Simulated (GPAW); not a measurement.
# B2H3OF (SMILES BOBF): levels of theory compared

Wanted: a comparison of 3 runs (PBE/real-space grid, TPSS/real-space grid, PBE/dzp) of B2H3OF. 

The results are computed with GPAW 26.7.0.

2 further runs of the same task are left out: 2 set aside as unsound or not needed.

## Step 1: The structure to begin with

B2H3OF has 7 atoms, charge 0, and is taken as a singlet. SMILES: `BOBF`. The coordinates come from a GFN2-xTB relaxation. This is one conformer, not always the lowest.

Bond lengths: B1–O2 1.303 Å, O2–B3 1.297 Å, B3–F4 1.338 Å, B1–H5 1.178 Å, B1–H6 1.178 Å, B3–H7 1.175 Å. Angles: B1–O2–B3 176.9°, O2–B3–F4 118.4°, O2–B1–H5 119.2°, O2–B1–H6 119.2°, O2–B3–H7 124.0°, F4–B3–H7 117.6°, H5–B1–H6 121.5°.

## Step 2: Energy and one-electron properties at PBE/real-space grid (scalar-relativistic datasets) (run 1)

The input, mol.xyz:

```xyz
7

B     -0.773040     1.059410    -0.150450
O      0.041180     0.053690     0.004880
B      0.797040    -0.990100     0.151650
F      0.225000    -2.199510     0.115000
H     -0.977940     1.470750    -1.234960
H     -1.271380     1.548000     0.798280
H      1.959140    -0.942240     0.315600
```

The input, mol.py:

```python
import numpy as np
from ase.io import read
from ase.units import Debye
from gpaw import GPAW

molecule = read("mol.xyz")
molecule.center(vacuum=4.5)

calc = GPAW(mode="fd", h=0.18, xc="PBE", maxiter=150, txt="-")
molecule.calc = calc

energy = molecule.get_potential_energy()
print(f"Energy                  {energy:.5f} eV")
forces = molecule.get_forces()
print("Forces (eV/Ang)")
for symbol, f in zip(molecule.symbols, forces):
    print(f'{symbol:2} {f[0]:9.4f} {f[1]:9.4f} {f[2]:9.4f}')
dipole = molecule.get_dipole_moment() / Debye
print(f"Dipole: {np.linalg.norm(dipole):.3f} D")
homo, lumo = calc.get_homo_lumo()
print(f"HOMO: {homo:.3f} eV")
print(f"LUMO                    {lumo:.3f} eV")
print(f"Gap: {lumo - homo:.3f} eV")
```

Started as:

```
$ python mol.py
```

The program printed:

```text
[...]
Number of symmetries: 1
[...]
  Number of IBZ points: 1
[...]
Spin-components: 1 (collinear spins)
Bands:           18
[...]
  Valence electrons: 22.0
[...]
  Grid points: [68 72 60]
  Charge: 0.0  # |e|
[...]
    cutoffs:
[...]
occupation numbers:
  # Zero width
[...]
xc functional:
  name: PBE with 2 nearest neighbor stencil
[...]
|iter     |     time |      energy | eigst |  dens |
[...]
|iter:   1| 00:00:05 |  -40.913874 | +1.22 |       |
[...]
|iter:  13| 00:00:36 |  -37.746602c| -7.51c| -5.65c|
Converged in 13 steps
[...]
Energy contributions relative to reference atoms: (reference = -6131.382708)
Energy contributions:
  Kinetic:          48.243249
  Coulomb:         -50.637752
  Zero:              0.738978
  External:          0.000000
  Xc:              -36.091078
  Entropy:           0.000000
  Spinorbit:         0.000000
  ----------------------------
  Free energy:     -37.746602
  Extrapolated:    -37.746602
dipole moment: (0.069496, 0.192964, 0.002981)  # |e|*Ang
Fermi level: -4.760
Eigenvalues  # (at kpt = [0.000, 0.000, 0.000])
| band index |      eig [eV] | occ [0-2] |
|------------|---------------|-----------|
|          0 |       -30.282 |     2.000 |
|        ... |               |           |
|          3 |       -13.094 |     2.000 |
|          4 |       -12.150 |     2.000 |
|          5 |       -11.771 |     2.000 |
|          6 |       -11.072 |     2.000 |
|          7 |       -10.478 |     2.000 |
|          8 |        -9.710 |     2.000 |
|          9 |        -8.778 |     2.000 |
|         10 |        -7.549 |     2.000 |
|         11 |        -1.972 |     0.000 |
|         12 |        -1.062 |     0.000 |
[...]
Gap: 5.577 eV
Transition (v -> c):
[...]
Forces (eV/Ang)
B    -0.9201    1.2379   -0.1820
O     0.1111    0.2558    0.0165
B     0.7218   -1.7283    0.1636
F    -0.0707   -0.2896   -0.1785
H    -0.0928    0.1793   -0.5971
H    -0.2590    0.2223    0.5357
H     0.5762    0.1796    0.0713
Dipole: 0.985 D
HOMO: -7.549 eV
LUMO                    -1.972 eV
Gap: 5.577 eV
```

Run time: 37 s. Hardware: 1 thread of Intel Xeon Platinum 8488C (Sapphire Rapids), shared host; peak memory 0.82 GiB.

## Step 3: Energy and one-electron properties at TPSS/real-space grid (scalar-relativistic datasets) (run 2)

The input, run.py:

```python
import numpy as np
from ase import Atoms
from ase.units import Debye
from gpaw import GPAW

# Atomic positions
atoms = Atoms(["B", "O", "B", "F", "H", "H", "H"],
    positions=[[ -0.773040,   1.059410,  -0.150450],
               [  0.041180,   0.053690,   0.004880],
               [  0.797040,  -0.990100,   0.151650],
               [  0.225000,  -2.199510,   0.115000],
               [ -0.977940,   1.470750,  -1.234960],
               [ -1.271380,   1.548000,   0.798280],
               [  1.959140,  -0.942240,   0.315600]])
atoms.center(vacuum=5.0)

# DFT calculator
calc = GPAW(mode="fd", maxiter=100, xc="TPSS", h=0.18, txt="-")
atoms.calc = calc

energy = atoms.get_potential_energy()
print(f"Energy                  {energy:.5f} eV")
forces = atoms.get_forces()
print("Forces (eV/Ang)")
for symbol, f in zip(atoms.symbols, forces):
    print(f'{symbol:2} {f[0]:9.4f} {f[1]:9.4f} {f[2]:9.4f}')
dipole = atoms.get_dipole_moment() / Debye
print(f"Dipole = {np.linalg.norm(dipole):.3f} D")
homo, lumo = calc.get_homo_lumo()
print(f"HOMO: {homo:.3f} eV")
print(f"LUMO                    {lumo:.3f} eV")
print(f"Gap = {lumo - homo:.3f} eV")
```

Started as:

```
$ python3 run.py
```

The program printed:

```text
[...]
Number of symmetries: 1
[...]
  Number of IBZ points: 1
[...]
Spin-components: 1 (collinear spins)
Bands:           18
[...]
  Valence electrons: 22.0
[...]
  Grid points: [72 76 68]
  Charge: 0.0  # |e|
[...]
    cutoffs:
[...]
occupation numbers:
  # Zero width
[...]
xc functional:
  name: TPSS with 2 nearest neighbor stencil
[...]
|iter     |     time |      energy | eigst |  dens |
[...]
|iter:   1| 00:00:11 |  132.630820 | +2.70 |       |
[...]
|iter:  20| 00:02:38 |  -45.818880c| -7.85c| -5.52c|
Converged in 20 steps
[...]
Energy contributions relative to reference atoms: (reference = -6131.382708)
Energy contributions:
  Kinetic:          50.312367
  Coulomb:         -51.923150
  Zero:              0.710204
  External:          0.000000
  Xc:              -44.918301
  Entropy:           0.000000
  Spinorbit:         0.000000
  ----------------------------
  Free energy:     -45.818880
  Extrapolated:    -45.818880
dipole moment: (0.071118, 0.196526, 0.002868)  # |e|*Ang
Fermi level: -4.726
Eigenvalues  # (at kpt = [0.000, 0.000, 0.000])
| band index |      eig [eV] | occ [0-2] |
|------------|---------------|-----------|
|          0 |       -30.945 |     2.000 |
|        ... |               |           |
|          3 |       -13.207 |     2.000 |
|          4 |       -12.300 |     2.000 |
|          5 |       -11.846 |     2.000 |
|          6 |       -11.365 |     2.000 |
|          7 |       -10.564 |     2.000 |
|          8 |        -9.762 |     2.000 |
|          9 |        -8.968 |     2.000 |
|         10 |        -7.739 |     2.000 |
|         11 |        -1.712 |     0.000 |
|         12 |        -0.841 |     0.000 |
[...]
Gap: 6.027 eV
Transition (v -> c):
[...]
Forces (eV/Ang)
B    -1.0741    1.4440   -0.2117
O     0.1725    0.1204    0.0033
B     0.9203   -1.7204    0.1901
F     0.0141   -0.3103    0.1089
H    -0.0472    0.1294   -0.4175
H    -0.1637    0.1161    0.3785
H     0.3429    0.1812    0.0567
Dipole = 1.004 D
HOMO: -7.739 eV
LUMO                    -1.712 eV
Gap = 6.027 eV
```

It took 2.7 min on 1 thread of Intel Xeon Platinum 8488C (Sapphire Rapids), shared host; peak memory 1 GiB.

## Step 4: Energy and one-electron properties at PBE/dzp (scalar-relativistic datasets) (run 3)

The input, run.sdf:

```

     RDKit          3D

  7  6  0  0  0  0  0  0  0  0999 V2000
   -0.7730    1.0594   -0.1505 B   0  0  0  0  0  0  0  0  0  0  0  0
    0.0412    0.0537    0.0049 O   0  0  0  0  0  0  0  0  0  0  0  0
    0.7970   -0.9901    0.1517 B   0  0  0  0  0  0  0  0  0  0  0  0
    0.2250   -2.1995    0.1150 F   0  0  0  0  0  0  0  0  0  0  0  0
   -0.9779    1.4708   -1.2350 H   0  0  0  0  0  0  0  0  0  0  0  0
   -1.2714    1.5480    0.7983 H   0  0  0  0  0  0  0  0  0  0  0  0
    1.9591   -0.9422    0.3156 H   0  0  0  0  0  0  0  0  0  0  0  0
  2  1  1  0
  3  2  1  0
  4  3  1  0
  5  1  1  0
  6  1  1  0
  7  3  1  0
M  END
$$$$
```

The input, sp.py:

```python
import numpy as np
from ase.io import read
from ase.units import Debye
from gpaw import GPAW

system = read("run.sdf")
system.center(vacuum=4.5)

dft = GPAW(mode="lcao", basis="dzp", h=0.18, xc="PBE", maxiter=150, txt="-")
system.calc = dft

energy = system.get_potential_energy()
print(f"Energy                  {energy:.5f} eV")
forces = system.get_forces()
print("Forces (eV/Ang)")
for symbol, f in zip(system.symbols, forces):
    print(f'{symbol:2} {f[0]:9.4f} {f[1]:9.4f} {f[2]:9.4f}')
dipole = system.get_dipole_moment() / Debye
print(f"Dipole = {np.linalg.norm(dipole):.3f} D")
homo, lumo = dft.get_homo_lumo()
print(f"HOMO                    {homo:.3f} eV")
print(f"LUMO                    {lumo:.3f} eV")
print(f"Gap = {lumo - homo:.3f} eV")
```

Started as:

```
$ python sp.py > sp.log
```

The program printed:

```text
[...]
Number of symmetries: 1
[...]
  Number of IBZ points: 1
[...]
basis functions: 67
Spin-components: 1 (collinear spins)
Bands:           18
[...]
  Valence electrons: 22.0
[...]
  Grid points: [68 72 60]
  Charge: 0.0  # |e|
[...]
    cutoffs:
[...]
occupation numbers:
  # Zero width
[...]
xc functional:
  name: PBE with 2 nearest neighbor stencil
[...]
|iter     |     time |      energy | eigst |  dens |
[...]
|iter:   1| 00:00:08 |  -36.904042 |      c|       |
[...]
|iter:   9| 00:00:15 |  -35.304779c|      c| -4.11c|
Converged in 9 steps
[...]
Energy contributions relative to reference atoms: (reference = -6131.382708)
Energy contributions:
  Kinetic:          42.101273
  Coulomb:         -42.325926
  Zero:              0.500426
  External:          0.000000
  Xc:              -35.580552
  Entropy:           0.000000
  Spinorbit:         0.000000
  ----------------------------
  Free energy:     -35.304779
  Extrapolated:    -35.304779
dipole moment: (0.051255, 0.151360, 0.001910)  # |e|*Ang
Fermi level: -4.613
Eigenvalues  # (at kpt = [0.000, 0.000, 0.000])
| band index |      eig [eV] | occ [0-2] |
|------------|---------------|-----------|
|          0 |       -30.094 |     2.000 |
|        ... |               |           |
|          3 |       -12.867 |     2.000 |
|          4 |       -11.986 |     2.000 |
|          5 |       -11.618 |     2.000 |
|          6 |       -11.007 |     2.000 |
|          7 |       -10.222 |     2.000 |
|          8 |        -9.502 |     2.000 |
|          9 |        -8.583 |     2.000 |
|         10 |        -7.446 |     2.000 |
|         11 |        -1.780 |     0.000 |
|         12 |        -0.700 |     0.000 |
[...]
Gap: 5.666 eV
Transition (v -> c):
[...]
Forces (eV/Ang)
B    -0.8954    1.1945   -0.1694
O     0.1139    0.4174   -0.0321
B     0.6480   -2.0512    0.1683
F    -0.2486   -0.6276   -0.0871
H    -0.2130    0.4047   -1.1520
H    -0.5223    0.4810    1.0100
H     1.1738    0.2678    0.1529
Dipole = 0.768 D
HOMO                    -7.446 eV
LUMO                    -1.780 eV
Gap = 5.666 eV
```

It took 17 s on 1 thread of Intel Xeon Platinum 8488C (Sapphire Rapids), shared host; peak memory 0.72 GiB.

## Step 5: Overview of the runs

```
run                                                level  vacuum round the molecule  iteration cap  energy (Eh)  dipole moment (D)  HOMO energy (eV)  LUMO energy (eV)  wall time
  1   PBE/real-space grid (scalar-relativistic datasets)                        4.5            150  -226.711321               0.99             -7.55             -1.97       37 s
  2  TPSS/real-space grid (scalar-relativistic datasets)                          5            100  -227.007971               1.00             -7.74             -1.71    2.7 min
  3               PBE/dzp (scalar-relativistic datasets)                        4.5            150  -226.621585               0.77             -7.45             -1.78       17 s
```

## Step 6: Summary of results

| quantity | value |
| --- | --- |
| run 3: energy as printed (from the program's reference atoms) | -35.3048 eV |
| run 3: dipole moment | 0.77 D |
| run 3: HOMO energy | -7.45 eV |
| run 3: LUMO energy | -1.78 eV |
| run 3: HOMO–LUMO gap | 5.67 eV |
| run 3: largest force on an atom | 2.158 eV/Å |

In words: The dipole moment (its size) runs from 0.77 D (PBE/dzp) to 1.00 D (TPSS/real-space grid). The two ends differ in method and basis. The HOMO–LUMO gap runs from 5.58 eV (PBE/real-space grid) to 6.03 eV (TPSS/real-space grid). Totals of different functionals can't be ranked against each other. All runs together took 3.6 min, the longest 2.7 min.
